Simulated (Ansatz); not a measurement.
# CH4BF2N: the cost of one run

The runs use Ansatz 0.2.0, Gaussian basis; the settings change from run to run.

**1. The geometry**

The geometry comes from an earlier relaxation with PBE0-D4 in a triple-zeta def2 set; it is a stationary point, not always the lowest conformer.

SMILES `NBC(F)F`, 9 atoms, charge 0, spin multiplicity 1.

Atoms are counted from 1 here; the program's logs count them from 0.

Bond lengths: N1–B2 1.377 Å, N1–H6 1.005 Å, N1–H7 1.008 Å, B2–C3 1.595 Å, B2–H8 1.194 Å, C3–F4 1.375 Å, C3–F5 1.369 Å, C3–H9 1.098 Å. Angles: B2–N1–H6 123.8°, B2–N1–H7 121.8°, H6–N1–H7 114.5°, N1–B2–C3 118.5°, N1–B2–H8 121.5°, C3–B2–H8 120.0°, B2–C3–F4 111.7°, B2–C3–F5 110.3°, B2–C3–H9 114.4°, F4–C3–F5 106.8°, F4–C3–H9 106.4°, F5–C3–H9 106.9°.

**2. PBE/def2-mTZVP**

Set apart from the defaults: charge +1, multiplicity 2, atoms shaken by 0.08 Å, high accuracy.

in.yaml reads:

```yaml
crystal:
  periodic: [false, false, false]
  atoms:
    - {symbol: N, position_ang: [0.131983, 0.662262, 1.201389]}
    - {symbol: B, position_ang: [-0.304753, -0.155642, 0.433433]}
    - {symbol: C, position_ang: [-0.160370, -0.260860, -1.157470]}
    - {symbol: F, position_ang: [0.896995, 0.598249, -1.413431]}
    - {symbol: F, position_ang: [0.747930, -1.478571, -1.490650]}
    - {symbol: H, position_ang: [-0.124780, 0.778126, 2.198313]}
    - {symbol: H, position_ang: [0.632352, 1.473433, 0.671048]}
    - {symbol: H, position_ang: [-0.998131, -1.096763, 0.961136]}
    - {symbol: H, position_ang: [-0.841655, -0.201300, -1.651652]}
basis:
  gaussian: {orbitals: def2-mTZVP}
total_charge: 1
magnetization: {spin_polarized: true, initial_magnetization: 1}
hamiltonian: {xc: {name: PBE}}
accuracy: high
output: {forces: true}
```

The run is started by

```sh
ansatz run in.yaml --threads 2 --pin off --events-out ev --progress --plain --max-ram 4352MiB
```

What time and memory should one allow on 2 threads of Arm Neoverse V1, shared host?

About 11 s, with a peak of 0.39 GiB.
